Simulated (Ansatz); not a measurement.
# Sr2B (CdCl2 type): how the settings move a single-point run

How sensitive is a single-point run of Sr2B (CdCl2 type) to its settings? A reference run comes first, then one run with altered input.

Method: reference: DFT, LDA, PAW with Ansatz's default frozen-core files, scalar-relativistic, in Ansatz 0.2.0.

1 further run of the same task is left out (it didn't finish). Runs told in other sessions of the task aren't counted.

## (1) The starting structure

Symmetry: Fm-3m, No. 225, cubic system. The conventional cell has a = 6.887 Å, b = 6.887 Å, c = 6.887 Å, α = 90.00°, β = 90.00°, γ = 90.00°. B (site symmetry m-3m) has 8 Sr at 2.98 Å in its first shell of neighbours. Sr (site symmetry -43m) is surrounded by 4 B at 2.98 Å.

As a file:

```
B Sr
1.0
     2.43433   -1.40546    3.97819
     0.00000    2.81093    3.97819
    -2.43433   -1.40546    3.97819
B Sr
1 2
Direct
  0.00000 0.00000 0.00000
  0.24998 0.24998 0.24998
  0.75002 0.75002 0.75002
```

## (2) The reference run

input.yaml

```yaml
crystal:
  lattice:
    - [2.4343335881, -1.4054631524, 3.9781943035]
    - [0.0, 2.8109263047, 3.9781943035]
    - [-2.4343335881, -1.4054631524, 3.9781943035]
  atoms:
    - { symbol: B, position: [0.0, 0.0, 0.0] }
    - { symbol: Sr, position: [0.2499809164, 0.2499809164, 0.2499809164] }
    - { symbol: Sr, position: [0.7500190836, 0.7500190836, 0.7500190836] }
kpoints:
  mp_grid: { grid: [10, 10, 10] }
scf:
  occupations: { method: fermi_dirac, width: 0.05 }
hamiltonian:
  xc: lda
  pseudopotentials: { kind: paw }
output:
  forces: true
  stress: true
  eigenvalues: true
  populations: true
  bader: true
  dos: { projected: true, de: 0.2, e_range: [-14, 8] }
  write_density: true
  write_potential: true
  elf: true
  volumetric_format: npy
```

Command:

```bash
> ansatz run input.yaml --threads 1 --pin off --max-ram 3072MiB --backend cpu --events-out ev --progress --plain --runs-dir out
```

## (3) A further run, with the input changed

Edit input.yaml of step 2 so:

```diff
@@ -13,2 +13,3 @@
   occupations: { method: fermi_dirac, width: 0.05 }
+  convergence: { dr2_threshold: 0.0001 }
 hamiltonian:
@@ -21,7 +22 @@
   populations: true
-  bader: true
-  dos: { projected: true, de: 0.2, e_range: [-14, 8] }
-  write_density: true
-  write_potential: true
-  elf: true
-  volumetric_format: npy
```

(Steps that only read results are left out.)

**Question.** What will these runs give? Wanted: for each run, ending; energy change; pressure; gap; force.

The runs gave:

| run | ending | energy change | pressure (GPa) | gap (eV) | force (eV/Å) | cycles | time |
| --- | --- | --- | --- | --- | --- | --- | --- |
| reference | converged | 0 | 0.0 | 0.00 | 0.00 | 6 | 24 s |
| 1: dr2_threshold 0.0001 | converged | 0.0 meV/atom | 0.0 | 0.00 | 0.00 | 6 | 10 s |

Times don't compare one to one where runs were asked for different outputs or read a saved state (see the inputs); cycles may leave out searches for a lower state.

Residual by cycle in the longest SCF loop of each run; runs are numbered as in the table. The quantity is the density residual dr2, in eV.

```csv
cycle,reference,run 1
1,0.0266,0.0266
2,0.0102,0.0102
3,0.00192,0.00192
4,8.0e-5,8.0e-5
5,1.3e-6,1.3e-6
6,3.6e-8,3.6e-8
```

Energy and cycle count are those of the reference, so the change (convergence setting) left the result and the number of cycles as they were.
